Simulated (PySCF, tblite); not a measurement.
# C4H5Ge2O radical: geometry, infrared bands and EPR parameters

Aim: predict the infrared bands and EPR parameters of C4H5Ge2O radical (`C#[C][Ge]([C]#C)[O][GeH3]`).

Computed with tblite 0.8.0 and PySCF 2.14.0, with density-fitted response routines of our own, on a single molecule in the gas phase. Atoms count from 0, in the outputs and in this text.

### 1 The molecule as given

12 atoms, charge 0, multiplicity 2; geometry from: force field or distance geometry start.

Bonds of the start (Å): C0–C1 1.20, C1–Ge2 1.90, Ge2–C3 1.90, C3–C4 1.21, Ge2–O5 1.78, O5–Ge6 1.80, C0–H7 1.08, C4–H8 1.07, Ge6–H9 1.55, Ge6–H10 1.57, Ge6–H11 1.54.

### 2 Optimising the geometry with GFN2-xTB

Job settings and geometry (Å):

```
{"job": {"kind": "relax", "xc": "GFN2-xTB", "basis": "xTB"}, "charge": 0, "multiplicity": 2}
C     -1.572100     2.116800     1.644700
C     -1.045700     1.191700     1.090000
Ge    -0.202000    -0.301200     0.260500
C     -1.584800    -1.365200    -0.493300
C     -2.475000    -2.050500    -0.955000
O      0.855200     0.320200    -1.032100
Ge     2.530100     0.026100    -0.455800
H     -2.057300     2.942300     2.135200
H     -3.261700    -2.636400    -1.389100
H      2.736900     0.960600     0.758000
H      2.540800    -1.475900    -0.000100
H      3.536700     0.270700    -1.589000
```

Command:

```
> OMP_NUM_THREADS=1 python probes_run.py task.json out
```

One launch serves the whole session: the jobs run in the order shown.

The log of the run:

```text
step      E/eV     max force
  0    -513.01226    1.778
  1    -513.05427    2.667
  2    -513.11756    0.944
  3    -513.14477    0.841
  4    -513.15738    1.720
  5    -513.18470    0.489
  6    -513.19255    0.414
  7    -513.23340    0.590
  8    -513.26436    0.616
  9    -513.30265    0.620
 10    -513.33037    0.424
 11    -513.35237    0.337
 12    -513.36870    0.389
 13    -513.38504    0.509
 14    -513.40641    0.624
 15    -513.42927    0.544
 16    -513.44608    0.307
 17    -513.45421    0.235
 18    -513.45777    0.143
 19    -513.46064    0.181
 20    -513.46404    0.191
 21    -513.46789    0.233
 22    -513.47140    0.215
 23    -513.47456    0.265
 24    -513.47866    0.301
 25    -513.48462    0.373
 26    -513.49255    0.486
 27    -513.50075    0.381
 28    -513.50637    0.136
 29    -513.50893    0.176
 30    -513.51407    0.269
 31    -513.52159    0.359
 32    -513.53179    0.408
 33    -513.53861    0.569
 34    -513.54254    0.257
 35    -513.54579    0.134
 36    -513.54859    0.210
 37    -513.55161    0.209
 38    -513.55536    0.193
 39    -513.55997    0.222
 40    -513.56363    0.143
 41    -513.56495    0.192
 42    -513.56576    0.066
 43    -513.56601    0.174
 44    -513.56707    0.067
 45    -513.56840    0.142
 46    -513.56950    0.168
 47    -513.57082    0.206
 48    -513.57168    0.097
 49    -513.57215    0.084
 50    -513.57240    0.056
 51    -513.57261    0.058
 52    -513.57298    0.062
 53    -513.57329    0.047
 54    -513.57355    0.045
 55    -513.57371    0.029
 56    -513.57382    0.041
 57    -513.57390    0.022
 58    -513.57398    0.033
 59    -513.57408    0.039
 60    -513.57419    0.041
 61    -513.57427    0.025
 62    -513.57431    0.015
 63    -513.57433    0.011
 64    -513.57434    0.014
 65    -513.57437    0.015
 66    -513.57441    0.022
 67    -513.57446    0.024
 68    -513.57451    0.017
 69    -513.57454    0.015
 70    -513.57456    0.017
 71    -513.57459    0.017
 72    -513.57463    0.021
 73    -513.57468    0.025
 74    -513.57472    0.021
 75    -513.57474    0.012
 76    -513.57475    0.009
```

Run time: 0.38 s. Hardware: 1 thread of Arm Neoverse V2, shared host.

Along the way: (not every step is listed)

```tsv
step	energy from step 0 (eV)	largest force (eV/Å)
0	0.0000	1.7779
1	-0.0420	2.6666
2	-0.1053	0.9436
3	-0.1325	0.8407
4	-0.1451	1.7199
5	-0.1724	0.4888
6	-0.1803	0.4141
7	-0.2211	0.5897
8	-0.2521	0.6164
14	-0.3942	0.6239
20	-0.4518	0.1907
26	-0.4803	0.4861
32	-0.5195	0.4078
38	-0.5431	0.1935
44	-0.5548	0.0671
50	-0.5601	0.0558
56	-0.5616	0.0406
62	-0.5620	0.0145
68	-0.5623	0.0167
71	-0.5623	0.0168
72	-0.5624	0.0206
73	-0.5624	0.0255
74	-0.5625	0.0209
75	-0.5625	0.0123
76	-0.5625	0.0095
```

Close pairs (by a distance rule), those that changed most:

```tsv
bond	before (Å)	after (Å)	change (Å)
O5–Ge6	1.796	1.721	-0.075
Ge6–H10	1.570	1.503	-0.067
Ge2–C3	1.901	1.963	+0.062
C1–Ge2	1.905	1.965	+0.060
Ge6–H9	1.546	1.503	-0.043
Ge6–H11	1.535	1.499	-0.037
C0–H7	1.076	1.055	-0.021
C4–H8	1.073	1.055	-0.018
```

The final coordinates are the input of the step that follows.

### 3 Harmonic vibrations with GFN2-xTB

Job settings and geometry (Å):

```
{"job": {"kind": "ir", "xc": "GFN2-xTB", "basis": "xTB"}, "charge": 0, "multiplicity": 2}
C     -1.589056     2.269606     1.532543
C     -1.222022     1.156544     1.256523
Ge    -0.530788    -0.662439     0.983615
C     -1.716586    -1.402038    -0.394784
C     -2.422274    -1.949018    -1.202248
O      0.947203    -0.386032     0.029035
Ge     2.574453    -0.039654    -0.409752
H     -1.935944     3.249049     1.713570
H     -3.050758    -2.372108    -1.936100
H      3.118351     1.001373     0.527930
H      3.348464    -1.323851    -0.305964
H      2.480156     0.457882    -1.820394
```

The log of the run:

```text
mode    cm-1     km/mol
  1      10.3      1.26
  2      29.7      0.66
  3      43.2      2.38
  4      59.3      0.77
  5      98.1      2.94
  6     101.7      4.11
  7     164.9      2.07
  8     218.6      5.94
  9     240.2      8.73
 10     270.6     22.66
 11     293.6     37.47
 12     392.4     49.16
 13     441.0     63.73
 14     579.8     95.54
 15     582.9     97.07
 16     649.2      0.80
 17     655.4     13.97
 18     656.7     55.90
 19     659.0    195.74
 20     666.2    724.30
 21     792.4    168.44
 22     798.1     89.65
 23     808.6    144.26
 24    1914.5     95.40
 25    1989.7    504.20
 26    2010.2    472.28
 27    2144.7     10.69
 28    2149.5      7.29
 29    3317.4      0.99
 30    3318.2      0.92
```

Wall time 0.3 s (1 thread of Arm Neoverse V2, shared host).

The strongest bands and the atoms that carry them (share of the mass-weighted mode):

```tsv
cm⁻¹	km/mol	atoms
580	95.5	H9 46 %, H11 38 %
583	97.1	H10 54 %, H11 22 %, H9 15 %
659	195.7	H7 47 %, H8 30 %
666	724.3	O5 60 %
792	168.4	H11 57 %, H10 24 %, H9 18 %
809	144.3	H10 47 %, H9 46 %
1990	504.2	H10 49 %, H9 49 %
2010	472.3	H11 77 %, H10 11 %, H9 11 %
```

### 4 g tensor and hyperfine couplings: B3LYP/def2-TZVP-core+pcH-1

Settings changed since step 3:

```diff
@@ -1,2 +1,2 @@
-{"job": {"kind": "ir", "xc": "GFN2-xTB", "basis": "xTB"}, "charge": 0, "multiplicity": 2}
+{"job": {"kind": "epr", "basis": "pcH-1"}, "charge": 0, "multiplicity": 2}
 C     -1.589056     2.269606     1.532543
```

With the program's defaults for keys left out, this is: UKS B3LYP, def2-TZVP-core on Ge, pcH-1 on C H O, non-relativistic, mean-field spin-orbit, GIAO.

The log of the run:

```text
UKS, coarse grid
  cycle   1  E = -4384.32647416  |g| = 2.01e+00
  cycle   2  E = -4383.11402338  |g| = 2.15e+00
  cycle   3  E = -4384.20915357  |g| = 1.12e+00
  cycle   4  E = -4384.64408611  |g| = 2.57e-01
  cycle   5  E = -4384.65450963  |g| = 1.22e-01
  cycle   6  E = -4384.65942828  |g| = 2.34e-02
  cycle   7  E = -4384.65953210  |g| = 9.97e-03
  cycle   8  E = -4384.65955651  |g| = 6.53e-03
  cycle   9  E = -4384.65957741  |g| = 9.99e-04
  cycle  10  E = -4384.65957533  |g| = 6.12e-04
UKS, final grid
  cycle   1  E = -4384.65964745  |g| = 1.01e-03
  cycle   2  E = -4384.65964448  |g| = 2.63e-03
  cycle   3  E = -4384.65964797  |g| = 1.09e-04
  cycle   4  E = -4384.65964798  |g| = 6.55e-05
  cycle   5  E = -4384.65964799  |g| = 2.52e-05
E = -4384.65964799 Eh   <S^2> = 0.7527 (exact 0.7500)
g shifts (ppm)      1          2          3
  rmc          -218       -218       -218
  gc              1          5         11
  oz_so       -5290       -707       1388
  total       -5506       -920       1181
hyperfine (MHz)  atom isotope    a_iso     a_fc   dipolar eigenvalues
    0   13C      22.50      22.69     -7.63     -4.49     12.13
    1   13C     123.25     123.18     -9.19     -5.45     14.63
    2  73Ge    -414.82    -417.67    -46.65     23.30     23.35
    3   13C     124.58     124.52     -9.13     -5.53     14.66
    4   13C      22.85      23.03     -7.49     -4.31     11.80
    5   17O     -32.80     -32.26    -49.04     24.36     24.69
    6  73Ge       2.01       2.04     -0.41      0.13      0.28
    7    1H      -1.98      -1.95     -3.45     -0.88      4.33
    8    1H      -1.72      -1.69     -3.36     -0.88      4.25
    9    1H      -1.42      -1.43     -1.33     -0.97      2.30
   10    1H       0.99       0.99     -1.38     -1.02      2.39
   11    1H      20.70      20.70     -1.18     -0.88      2.06
```

Wall time 5.3 min (1 thread of Arm Neoverse V2, shared host); peak memory 1.4 GiB.

Principal g values 1.99681, 2.00140, 2.00350; g(iso) = 2.00057, against 2.00232 for a free electron.

Mean a(iso) over the nuclei that a row names, and the largest dipolar term of the row (other rows stand at the frozen geometry):

```tsv
nuclei	isotope	a(iso) (MHz)	a(iso) (G, at g = 2.0023)	largest dipolar term (MHz)
Ge2	73Ge	-414.8	-148.0	-46.6
C1, C3	13C	123.9	44.2	14.7
O5	17O	-32.8	-11.7	-49.0
C0, C4	13C	22.7	8.1	12.1
H9, H10, H11	1H	6.8	2.4	2.4
Ge6	73Ge	2.0	0.7	-0.4
H7, H8	1H	-1.9	-0.7	4.3
```

Mulliken spin populations:

```tsv
atom	value (e)
C0	0.06
C1	0.05
Ge2	0.63
C3	0.06
C4	0.06
O5	0.14
Ge6	0.00
H7	0.00
H8	0.00
H9	0.00
H10	0.00
H11	0.01
```

In first order the couplings over 0.8 MHz of 1H give 12 distinct lines over 8.6 G, if the averaged nuclei exchange fast; the same motion can average rows kept apart here too.

The fields below are evaluated on a grid from the run's orbitals.

ELF in a plane through or near 7 of the atoms.

Ten even steps from '0' (0.00) to '9' (1.00):
```
0000000000000000000000000000
0000000000000000000000000000
0000000000000000001000000000
0000000000000001488610000000
0000000000000134689720000000
0000000000001467425641000000
0000378850001468867752000000
0006999992000265227642000000
0006999981132038886310000000
0001586211587412320000000000
0000131661735721576542100000
0002685221688513863775310000
0016999940133004644876420000
0002688720000003687137510000
0000012100000002466689830000
0000000000000000122357510000
0000000000000000000000000000
0000000000000000000000000000
0000000000000000000000000000
0000000000000000000000000000
```
The map spans 11.7 Å across and 12.6 Å up, centred on the molecule. Atoms in the plane (x, y in Å): C0 (1.5, 2.8), C1 (1.2, 1.7), C3 (1.8, -1.3), C4 (2.5, -2.2), O5 (-0.9, -0.3), Ge6 (-2.6, -0.3), H9 (-3.1, 1.0).

On the surface of density 0.002 e/bohr³ the electrostatic potential runs, from the 1st to the 99th percentile, from -0.97 V near C3 to 1.57 V near H7.

The spin density lies nearest to Ge2 58 %; O5 14 %; C1, C3 about 8 % each.

### 5 Results

| quantity | value |
| --- | --- |
| strongest single infrared mode (GFN2-xTB) | 666 cm⁻¹, 724 km/mol |
| zero-point energy (GFN2-xTB) | 37.2 kcal/mol |
| g(iso) (B3LYP) | 2.00057 |
| ⟨S²⟩ | 0.753 (exact 0.75) |
| largest a(iso) (averaged by class) | 73Ge on Ge2, -414.8 MHz |
| potential on the surface of density 0.002 e/bohr³, 1st and 99th percentile | -0.97 V and 1.57 V |

**Reading.** The optimisation took 76 steps and gained 0.562 eV; among the close pairs (by a distance rule), O5–Ge6 changed most, from 1.796 to 1.721 Å. The frame itself reshapes: Ge2···Ge6 goes from 2.84 to 3.46 Å. No mode is imaginary among the 30: a minimum at this level. The strongest single mode, at 666 cm⁻¹, moves mainly O5. GFN2-xTB is a fitted tight-binding method: band positions and strengths are rough. Its intensities can rank the bands wrongly. Ge2 carries the largest spin population, 0.63 e. The isotropic g lies 1.7 ppt below the free-electron value. The hyperfine terms hold no scalar relativity, which the heavier nuclei need. These values are for one conformer; the search (at its own cheap level) found 1 more, at 0.05 kcal/mol, and measured spectra average over such forms.
